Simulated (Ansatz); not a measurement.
# Si2C3: the cost of one run

Method: DFT PBE, scalar-relativistic, plane waves, PAW, in Ansatz 0.2.0.

## 1. The structure to begin with

Symmetry: P-6m2, No. 187, hexagonal system. The conventional cell has a = 2.709 Å, b = 2.709 Å, c = 21.659 Å, α = 90.00°, β = 90.00°, γ = 120.00°. Around Si (site symmetry -6m2) lie 6 C at 2.67 Å and 6 Si at 2.71 Å. Around Si (site symmetry 3m) lie 9 Si at 2.67 to 2.71 Å and 3 C at 2.67 Å. Around Si (site symmetry -6m2) lie 12 Si at 2.67 to 2.71 Å. C (site symmetry 3m) has 12 C at 2.67 to 2.71 Å as nearest neighbours. Around C (site symmetry 3m) lie 3 Si at 2.67 Å and 9 C at 2.67 to 2.71 Å.

Coordinates:

```xyz
10
Lattice="2.7091 0.0000 0.0000 -1.3546 2.3462 0.0000 0.0000 0.0000 21.6593" Properties=species:S:1:pos:R:3 pbc="T T T"
Si    0.0000    1.5641    0.0000
Si    0.0000    1.5641    8.6637
Si    0.0000    1.5641   12.9956
Si    1.3546    0.7821   10.8297
C     0.0000    1.5641    4.3319
C     0.0000    1.5641   17.3274
C     1.3546    0.7821    2.1659
C     1.3546    0.7821    6.4978
C     1.3546    0.7821   15.1615
C     1.3546    0.7821   19.4934
```

The start is an ordering of an alloy on its end members' structure types: elements ordered on the sites of the Re type, Si/C on Re (P-6m2, No. 187).

## 2. A first look at the guess

File input.yaml:

```yaml
crystal:
  lattice:
    - [2.70913224, 0.0, 0.0]
    - [-1.35456612, 2.34617734, 0.0]
    - [0.0, 0.0, 21.65931143]
  atoms:
    - { symbol: Si, position: [0.33333333, 0.66666667, 0.0] }
    - { symbol: Si, position: [0.33333333, 0.66666667, 0.4] }
    - { symbol: Si, position: [0.33333333, 0.66666667, 0.6] }
    - { symbol: Si, position: [0.66666667, 0.33333333, 0.5] }
    - { symbol: C, position: [0.33333333, 0.66666667, 0.2] }
    - { symbol: C, position: [0.33333333, 0.66666667, 0.8] }
    - { symbol: C, position: [0.66666667, 0.33333333, 0.1] }
    - { symbol: C, position: [0.66666667, 0.33333333, 0.3] }
    - { symbol: C, position: [0.66666667, 0.33333333, 0.7] }
    - { symbol: C, position: [0.66666667, 0.33333333, 0.9] }
basis:
  ecutwfc: 420
kpoints:
  mp_grid: { grid: [6, 6, 1] }
hamiltonian:
  xc: pbe
scf:
  occupations: { method: gaussian, width: 0.1 }
  lower_state_search: "off"
output:
  forces: true
  stress: true
  eigenvalues: true
```

On the command line:

```
ansatz run input.yaml --threads 1 --pin off --max-ram 2560MiB --backend cpu --events-out ev --progress --plain --runs-dir out
```

What time and memory should one allow on 1 thread of Intel Xeon at 2.50GHz (Skylake/Cascade Lake), shared host?

About 4.7 s, with a peak of 0.34 GiB.
